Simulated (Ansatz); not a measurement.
**H₈N₂O₃Si₂: up Jacob's ladder to CCSD(T)**

The task here is to estimate one member of a computed series from the others.

The runs use Ansatz 0.2.0, Gaussian basis; functionals in def2-TZVPP, the program's frozen cores in correlated methods.

The runs, in order: PBE-D4, r2SCAN-D4, PBE0-D4, B3LYP-D4, ωB97X-V, ωB97M-V, B2PLYP; CCSD(T)/def2-TZVPP; MP2/def2-QZVPP; extrapolation to the limit.

**Structure used throughout**

The geometry comes from an earlier relaxation with PBE0-D4 in a triple-zeta def2 set; it is a stationary point, not always the lowest conformer.

SMILES `N[Si@H](O)O[Si@@H](N)O`, 15 atoms, charge 0, spin multiplicity 1.

Atoms are counted from 1 here; the program's logs count them from 0.

Bond lengths: N1–Si2 1.715 Å, N1–H8 1.008 Å, N1–H9 1.008 Å, Si2–O3 1.633 Å, Si2–O4 1.645 Å, Si2–H10 1.477 Å, O3–H11 0.968 Å, O4–Si5 1.634 Å, Si5–N6 1.722 Å, Si5–O7 1.636 Å, Si5–H12 1.480 Å, N6–H13 1.009 Å, N6–H14 1.009 Å, O7–H15 0.958 Å. Angles: Si2–N1–H8 119.5°, Si2–N1–H9 118.7°, H8–N1–H9 110.7°, N1–Si2–O3 108.9°, N1–Si2–O4 105.7°, N1–Si2–H10 116.1°, O3–Si2–O4 112.3°, O3–Si2–H10 106.7°, O4–Si2–H10 107.3°, Si2–O3–H11 111.1°, Si2–O4–Si5 129.4°, O4–Si5–N6 110.3°, O4–Si5–O7 110.8°, O4–Si5–H12 106.9°, N6–Si5–O7 104.6°, N6–Si5–H12 113.3°, O7–Si5–H12 111.1°, Si5–N6–H13 118.4° and more.

The first run:

in.yaml reads:

```yaml
crystal:
  periodic: [false, false, false]
  atoms:
    - {symbol: N, position_ang: [-1.711693, 1.539348, 0.236014]}
    - {symbol: Si, position_ang: [-0.143669, 1.308533, 0.890131]}
    - {symbol: O, position_ang: [-0.228950, 0.202360, 2.088096]}
    - {symbol: O, position_ang: [0.790368, 0.798286, -0.363712]}
    - {symbol: Si, position_ang: [0.841240, -0.664051, -1.090200]}
    - {symbol: N, position_ang: [-0.210044, -1.766881, -0.286963]}
    - {symbol: O, position_ang: [2.327622, -1.331788, -0.946287]}
    - {symbol: H, position_ang: [-1.827850, 2.109247, -0.587639]}
    - {symbol: H, position_ang: [-2.485764, 1.666569, 0.869325]}
    - {symbol: H, position_ang: [0.505919, 2.505842, 1.462008]}
    - {symbol: H, position_ang: [-0.367660, -0.686789, 1.732289]}
    - {symbol: H, position_ang: [0.488815, -0.450570, -2.512156]}
    - {symbol: H, position_ang: [-1.181383, -1.790971, -0.560515]}
    - {symbol: H, position_ang: [0.142136, -2.702035, -0.143939]}
    - {symbol: H, position_ang: [3.060902, -0.737109, -0.786444]}
basis:
  gaussian: {orbitals: def2-TZVPP}
hamiltonian: {xc: pbe, dispersion: d4}
output: {forces: true, orbitals: {seedname: orbitals}}
```

On the command line:

```console
> ansatz run in.yaml --threads 2 --pin off --events-out ev --progress --plain --max-ram 31744MiB --backend cuda --devices 0, --max-vram 18GiB
```

Among the steps run: PBE-D4 (GGA); r2SCAN-D4 (meta-GGA); PBE0-D4 (hybrid); B3LYP-D4 (hybrid); ωB97X-V (range-separated); ωB97M-V (range-separated); B2PLYP (double hybrid); CCSD(T) in def2-TZVPP; MP2 in def2-QZVPP.

One table of the session follows, with a row left open; its other results are not shown here.

It belongs to the step «Atomisation energies». 

```
            method  atomisation energy (eV)
            PBE-D4                   60.751
         r2SCAN-D4                   60.020
           PBE0-D4                   59.461
          B3LYP-D4                   60.107
           ωB97X-V                   60.445
           ωB97M-V                        ?
            B2PLYP                   59.510
     HF/def2-TZVPP                   41.977
    MP2/def2-TZVPP                   59.793
   CCSD/def2-TZVPP                   57.545
CCSD(T)/def2-TZVPP                   58.457
           MP2/CBS                   61.863
       CCSD(T)/CBS                   60.526
```

Q: Estimate the row for ωB97M-V from the others.

As computed: atomisation energy (eV): 60.511. In the column «atomisation energy (eV)» it lies between ωB97X-V (60.445) and CCSD(T)/CBS (60.526).

Limits of these values: Free atoms (2 N, 2 Si, 3 O, 8 H) were run apart at each level; the atomisation energy is their sum less the molecule, without zero-point or spin-orbit terms.
